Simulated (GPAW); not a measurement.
GaGe3:

```
Ge Ga
1.0
     5.98504    0.00000    0.00000
    -2.99252    5.18319    0.00000
     0.00000    0.00000    5.03495
Ge Ga
6 2
Direct
  0.16356 0.32712 0.25000
  0.16356 0.83644 0.25000
  0.67288 0.83644 0.25000
  0.83644 0.67288 0.75000
  0.83644 0.16356 0.75000
  0.32712 0.16356 0.75000
  0.33333 0.66667 0.75000
  0.66667 0.33333 0.25000
```

The cell comes from a database or a generator and needn't be the stable form of this composition.

Base run:

```yaml
Program: GPAW 26.7.0
Functional: PBE
Potentials_or_basis: GPAW PAW data sets (gpaw-data 1.2.1)
Cutoff: 450 eV
Basis: pw
k_mesh: 4 × 4 × 4
Occupations: fermi-dirac, width 0.05 eV
Spin: no spin polarisation
```

Its results: band gap on the k mesh none (metal or under the smearing width); pressure -1.0 GPa; largest force 0.136 eV/Å.

Problem. The run is repeated on the same cell with these changes: functional from PBE to LDA; potentials or basis from GPAW PAW data sets (gpaw-data 1.2.1) to the program's PAW data sets (release 1.2.1) made for this functional. What comes out?

Solution. Band gap on the k mesh none (metal or under the smearing width); pressure -5.8 GPa; largest force 0.099 eV/Å.

Caveats: the cutoff is short for stress and forces, so pressures can be off by a GPa or more.
